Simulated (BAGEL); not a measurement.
**A workflow on Si2H3F3 (SMILES F[Si](F)(F)[SiH3])**

Aim: a series of 15 runs (PBE0/6-31G*, RI-MP2/6-31G*) of F3H3Si2. 

The calculation is run with BAGEL 1.2.2.

### 1 The molecule

Si2H3F3 has 8 atoms, charge 0, and is taken as a singlet. SMILES: `F[Si](F)(F)[SiH3]`. One bond was lengthened or shortened from a relaxed shape.

Bond lengths: F1–Si2 1.582 Å, Si2–F3 1.582 Å, Si2–F4 1.582 Å, Si2–Si5 1.979 Å, Si5–H6 1.484 Å, Si5–H7 1.484 Å, Si5–H8 1.484 Å. Some angles: F1–Si2–F3 107.0°, F1–Si2–F4 107.0°, F1–Si2–Si5 111.9°, F3–Si2–F4 107.0°, F3–Si2–Si5 111.9°, F4–Si2–Si5 111.9°, Si2–Si5–H6 108.7°, Si2–Si5–H7 108.7°, Si2–Si5–H8 108.7°, H6–Si5–H7 110.2°.

### 2 A single-point energy at PBE0/6-31G(d) (density fitting with svp-jkfit, spherical functions) (run 1)

File dft.json:

```json
{ "bagel": [

{
  "title": "molecule",
  "basis": "6-31gs.json",
  "df_basis": "svp-jkfit",
  "geometry": [
    { "atom": "F", "xyz": [     2.16891237,    -1.42555648,     2.76398146 ] },
    { "atom": "Si", "xyz": [     0.70229593,    -1.29327565,     0.16315139 ] },
    { "atom": "F", "xyz": [    -1.21331945,    -3.58740316,     0.12422304 ] },
    { "atom": "F", "xyz": [     2.70767329,    -1.79480896,    -1.99567173 ] },
    { "atom": "Si", "xyz": [    -1.04067218,     1.98496832,    -0.28837221 ] },
    { "atom": "H", "xyz": [    -2.88296618,     2.32039471,     1.79883030 ] },
    { "atom": "H", "xyz": [     0.87040785,     4.03607706,    -0.23205837 ] },
    { "atom": "H", "xyz": [    -2.36839375,     1.96607106,    -2.75805528 ] }
  ]
},

{ "title": "ks", "xc_func": "pbe0" },

{ "title": "print", "file": "orbitals.molden", "orbitals": true }

]}
```

The basis set 6-31G* is read from a file made from the Basis Set Exchange's data (not shown).

On the command line:

```
$ BAGEL_NUM_THREADS=1 BAGEL dft.json > dft.out
```

Output:

```text
* using 1 threads per process

  ===============================================================
  ===============================================================

  *** Geometry ***

  { "atom" : "F", "xyz" : [      2.168912,     -1.425556,      2.763981 ] },
  { "atom" : "Si", "xyz" : [      0.702296,     -1.293276,      0.163151 ] },
  { "atom" : "F", "xyz" : [     -1.213319,     -3.587403,      0.124223 ] },
[... 4 lines of this table left out ...]
  { "atom" : "H", "xyz" : [     -2.368394,      1.966071,     -2.758055 ] },

  Number of auxiliary basis functions:      541

  Since a DF basis is specified, we compute 2- and 3-index integrals:
    o Being stored without compression. Storage requirement is 0.031 GB

  Number of basis functions:       84
  Number of electrons      :       58

    * METHOD: MOLECULE                             0.33

  *** Kohn-Sham DFT ***

    * Removing 14836 points whose weight is below 1.00e-10
    * Grid points: 104412

  === Nuclear Repulsion ===
   332.4551860069

       - DIIS with orbital gradients will be used.

  === KS iteration (pbe0 / 6-31gs.json) ===
      0       -844.70942548          0.11711854           0.43
      1       -744.46025083          0.10829420           0.43
      2       -718.24210504          0.16973161           0.42
[... 21 lines of this table left out ...]
     24       -879.88739162          0.00000000           0.45
    * SCF iteration converged.

    * Permanent dipole moment:
           (    0.361743,    -0.680768,     0.093615) a.u.

    * METHOD: KS                                  11.32

    * METHOD: PRINT                                0.02

  ===============================================================
```

Wall time 12 s (1 thread of Arm Neoverse V1, shared host); peak memory 0.45 GiB.

### 3 Bond 5-2 at 2.328 A: a single-point energy at RI-MP2/6-31G(d) (density fitting with svp-jkfit, spherical functions) (run 2)

File calc.json:

```json
{ "bagel": [

{
  "title": "molecule",
  "basis": "6-31gs.json",
  "df_basis": "svp-jkfit",
  "angstrom": false,
  "geometry": [
    { "atom": "F", "xyz": [     2.47652010,    -2.00411881,     2.84366932 ] },
    { "atom": "Si", "xyz": [     1.00990366,    -1.87183798,     0.24283926 ] },
    { "atom": "F", "xyz": [    -0.90571172,    -4.16596549,     0.20391090 ] },
    { "atom": "F", "xyz": [     3.01528102,    -2.37337129,    -1.91598387 ] },
    { "atom": "Si", "xyz": [    -1.04067218,     1.98496832,    -0.28837221 ] },
    { "atom": "H", "xyz": [    -2.88296618,     2.32039471,     1.79883030 ] },
    { "atom": "H", "xyz": [     0.87040785,     4.03607706,    -0.23205837 ] },
    { "atom": "H", "xyz": [    -2.36839375,     1.96607106,    -2.75805528 ] }
  ]
},

{
  "title": "hf"
},

{
  "title": "mp2",
  "ncore": 13
}

]}
```

The basis set 6-31G* is read from a file made from the Basis Set Exchange's data (not shown).

On the command line:

```
$ BAGEL_NUM_THREADS=1 BAGEL calc.json > calc.out
```

Output:

```text
* using 1 threads per process

  ===============================================================
  ===============================================================

  *** Geometry ***

  { "atom" : "F", "xyz" : [      2.476520,     -2.004119,      2.843669 ] },
  { "atom" : "Si", "xyz" : [      1.009904,     -1.871838,      0.242839 ] },
  { "atom" : "F", "xyz" : [     -0.905712,     -4.165965,      0.203911 ] },
[... 4 lines of this table left out ...]
  { "atom" : "H", "xyz" : [     -2.368394,      1.966071,     -2.758055 ] },

[... 23 lines left out ...]
    * SCF iteration converged.
[... 1 line left out ...]
    * Permanent dipole moment:
[... 2 lines left out ...]
    * METHOD: HF                                   1.35

  *** RHF ***

  === Nuclear Repulsion ===
   316.5149435474

      * DIIS with orbital gradients will be used.

  === RHF iteration (6-31gs.json) ===
      0       -878.08880368          0.00000000           0.11
    * SCF iteration converged.

    * Permanent dipole moment:
           (    0.404158,    -0.760640,     0.104604) a.u.

  === DF-MP2 calculation ===

    * freezing 13 orbitals
    * 3-index integral transformation done
    * assembly done

      MP2 correlation energy:   -0.6693131040      0.06

      MP2 total energy:       -878.7581167830

    * METHOD: MP2                                  0.29

  ===============================================================
```

Run time: 2.1 s. Hardware: 1 thread of Arm Neoverse V1, shared host; peak memory 0.15 GiB.

Runs 3 to 6 aren't shown in full; the table further down has their settings and results.

### 4 Bond 5-2 at 3.143 A: a single-point energy at PBE0/6-31G(d) (density fitting with svp-jkfit, spherical functions) (run 7)

File input.json:

```json
{ "bagel": [

{
  "title": "molecule",
  "basis": "6-31gs.json",
  "df_basis": "svp-jkfit",
  "geometry": [
    { "atom": "F", "xyz": [  3.19415494, -3.35387648,  3.02957491 ] },
    { "atom": "Si", "xyz": [  1.72753849, -3.22159565,  0.42874484 ] },
    { "atom": "F", "xyz": [ -0.18807688, -5.51572316,  0.38981648 ] },
    { "atom": "F", "xyz": [  3.73291585, -3.72312896, -1.73007828 ] },
    { "atom": "Si", "xyz": [ -1.04067218,  1.98496832, -0.28837221 ] },
    { "atom": "H", "xyz": [ -2.88296618,  2.32039471,  1.79883030 ] },
    { "atom": "H", "xyz": [  0.87040785,  4.03607706, -0.23205837 ] },
    { "atom": "H", "xyz": [ -2.36839375,  1.96607106, -2.75805528 ] }
  ]
},
{
  "title": "ks",
  "xc_func": "pbe0"
},
{
  "title": "print",
  "file": "orbitals.molden",
  "orbitals": "true"
}

]}
```

The basis set 6-31G* is read from a file made from the Basis Set Exchange's data (not shown).

On the command line:

```
$ BAGEL_NUM_THREADS=1 BAGEL input.json > input.out
```

Output:

```text
* using 1 threads per process

  ===============================================================
  ===============================================================

  *** Geometry ***

  { "atom" : "F", "xyz" : [      3.194155,     -3.353876,      3.029575 ] },
  { "atom" : "Si", "xyz" : [      1.727538,     -3.221596,      0.428745 ] },
  { "atom" : "F", "xyz" : [     -0.188077,     -5.515723,      0.389816 ] },
[... 4 lines of this table left out ...]
  { "atom" : "H", "xyz" : [     -2.368394,      1.966071,     -2.758055 ] },

  Number of auxiliary basis functions:      541

  Since a DF basis is specified, we compute 2- and 3-index integrals:
    o Being stored without compression. Storage requirement is 0.031 GB

  Number of basis functions:       84
  Number of electrons      :       58

    * METHOD: MOLECULE                             0.32

  *** Kohn-Sham DFT ***

    * Removing 12891 points whose weight is below 1.00e-10
    * Grid points: 106357

  === Nuclear Repulsion ===
   290.4982465823

       - DIIS with orbital gradients will be used.

  === KS iteration (pbe0 / 6-31gs.json) ===
      0       -839.79528726          0.12398549           0.42
      1       -715.26242860          0.08884322           0.40
      2       -712.67900063          0.16006391           0.41
[... 96 lines of this table left out ...]
     99       -767.03839126          0.13718778           0.41
    * Max iteration reached in SCF.

    * Permanent dipole moment:
           (   42.590647,   -78.519366,     9.991770) a.u.

    * METHOD: KS                                  43.66

    * METHOD: PRINT                                0.02

  ===============================================================
```

Wall time 44 s (1 thread of Arm Neoverse V1, shared host); peak memory 0.46 GiB.

The iterations ended before the threshold was met.

Runs 8 to 14 aren't shown in full; the table further down has their settings and results.

### 5 Bond 5-2 at 6.520 A: a single-point energy at PBE0/6-31G(d) (density fitting with svp-jkfit, spherical functions) (run 15)

File input.json:

```json
{ "bagel" : [

{
  "title" : "molecule",
  "basis" : "6-31gs.json",
  "df_basis" : "svp-jkfit",
  "geometry" : [
    { "atom" : "F", "xyz" : [  6.16746892, -8.94620347,  3.79982539 ] },
    { "atom" : "Si", "xyz" : [  4.70085247, -8.81392264,  1.19899532 ] },
    { "atom" : "F", "xyz" : [  2.78523710, -11.10805016,  1.16006696 ] },
    { "atom" : "F", "xyz" : [  6.70622984, -9.31545595, -0.95982780 ] },
    { "atom" : "Si", "xyz" : [ -1.04067218,  1.98496832, -0.28837221 ] },
    { "atom" : "H", "xyz" : [ -2.88296618,  2.32039471,  1.79883030 ] },
    { "atom" : "H", "xyz" : [  0.87040785,  4.03607706, -0.23205837 ] },
    { "atom" : "H", "xyz" : [ -2.36839375,  1.96607106, -2.75805528 ] }
  ]
},
{ "title" : "ks", "xc_func" : "pbe0" },
{ "title" : "print", "file" : "orbitals.molden", "orbitals" : true }

]}
```

The basis set 6-31G* is read from a file made from the Basis Set Exchange's data (not shown).

On the command line:

```
$ BAGEL_NUM_THREADS=1 BAGEL input.json > input.out
```

Output:

```text
* using 1 threads per process

  ===============================================================
  ===============================================================

  *** Geometry ***

  { "atom" : "F", "xyz" : [      6.167469,     -8.946203,      3.799825 ] },
  { "atom" : "Si", "xyz" : [      4.700852,     -8.813923,      1.198995 ] },
  { "atom" : "F", "xyz" : [      2.785237,    -11.108050,      1.160067 ] },
[... 4 lines of this table left out ...]
  { "atom" : "H", "xyz" : [     -2.368394,      1.966071,     -2.758055 ] },

  Number of auxiliary basis functions:      541

  Since a DF basis is specified, we compute 2- and 3-index integrals:
    o Being stored without compression. Storage requirement is 0.031 GB

  Number of basis functions:       84
  Number of electrons      :       58

    * METHOD: MOLECULE                             0.30

  *** Kohn-Sham DFT ***

    * Removing 10976 points whose weight is below 1.00e-10
    * Grid points: 108272

  === Nuclear Repulsion ===
   244.7208711099

       - DIIS with orbital gradients will be used.

  === KS iteration (pbe0 / 6-31gs.json) ===
      0       -836.32119839          0.12132498           0.45
      1       -553.66629118          0.07906411           0.43
      2       -704.08245011          0.12354801           0.46
[... 96 lines of this table left out ...]
     99       -706.36739639          0.12390847           0.46
    * Max iteration reached in SCF.

    * Permanent dipole moment:
           (   90.242953,  -169.786863,    23.490148) a.u.

    * METHOD: KS                                  45.15

    * METHOD: PRINT                                0.02

  ===============================================================
```

It took 46 s on 1 thread of Arm Neoverse V1, shared host; peak memory 0.47 GiB.

The iterations ended before the threshold was met.

### 6 The series

```csv
run,level,frozen core orbitals,partner,energy (Eh),wall time
1,"PBE0/6-31G* (density fitting with svp-jkfit, spherical functions)",–,bond 5-2 at 1.979 A,-879.887392,12 s
2,"RI-MP2/6-31G* (density fitting with svp-jkfit, spherical functions)",13,bond 5-2 at 2.328 A,-878.758117,2.1 s
3,"PBE0/6-31G* (density fitting with svp-jkfit, spherical functions)",–,bond 5-2 at 2.328 A,not converged,44 s
4,"RI-MP2/6-31G* (density fitting with svp-jkfit, spherical functions)",13,bond 5-2 at 2.678 A,-878.737237,2.1 s
5,"PBE0/6-31G* (density fitting with svp-jkfit, spherical functions)",–,bond 5-2 at 2.678 A,not converged,45 s
6,"RI-MP2/6-31G* (density fitting with svp-jkfit, spherical functions)",13,bond 5-2 at 3.143 A,-878.689771,2 s
7,"PBE0/6-31G* (density fitting with svp-jkfit, spherical functions)",–,bond 5-2 at 3.143 A,not converged,44 s
8,"RI-MP2/6-31G* (density fitting with svp-jkfit, spherical functions)",13,bond 5-2 at 3.726 A,-878.639919,2.1 s
9,"PBE0/6-31G* (density fitting with svp-jkfit, spherical functions)",–,bond 5-2 at 3.726 A,not converged,45 s
10,"RI-MP2/6-31G* (density fitting with svp-jkfit, spherical functions)",13,bond 5-2 at 4.424 A,-878.601716,2.2 s
11,"PBE0/6-31G* (density fitting with svp-jkfit, spherical functions)",–,bond 5-2 at 4.424 A,not converged,44 s
12,"RI-MP2/6-31G* (density fitting with svp-jkfit, spherical functions)",13,bond 5-2 at 5.355 A,-878.584040,2.3 s
13,"PBE0/6-31G* (density fitting with svp-jkfit, spherical functions)",–,bond 5-2 at 5.355 A,not converged,45 s
14,"RI-MP2/6-31G* (density fitting with svp-jkfit, spherical functions)",13,bond 5-2 at 6.520 A,-878.598839,2.5 s
15,"PBE0/6-31G* (density fitting with svp-jkfit, spherical functions)",–,bond 5-2 at 6.520 A,not converged,46 s
```

### 7 Summary of results

```
                                                                 quantity          value
                                bond 5-2 at 6.520 A, run 14: total energy  -878.59884 Eh
bond 5-2 at 6.520 A, run 14: correlation energy (13 core orbitals frozen)     -768.2 mEh
```

In runs 10, 12, 14 a closed-shell determinant meets a far-stretched bond, which it describes badly. All runs together took 5.7 min, the longest 46 s. 7 of the 15 runs did not end normally.
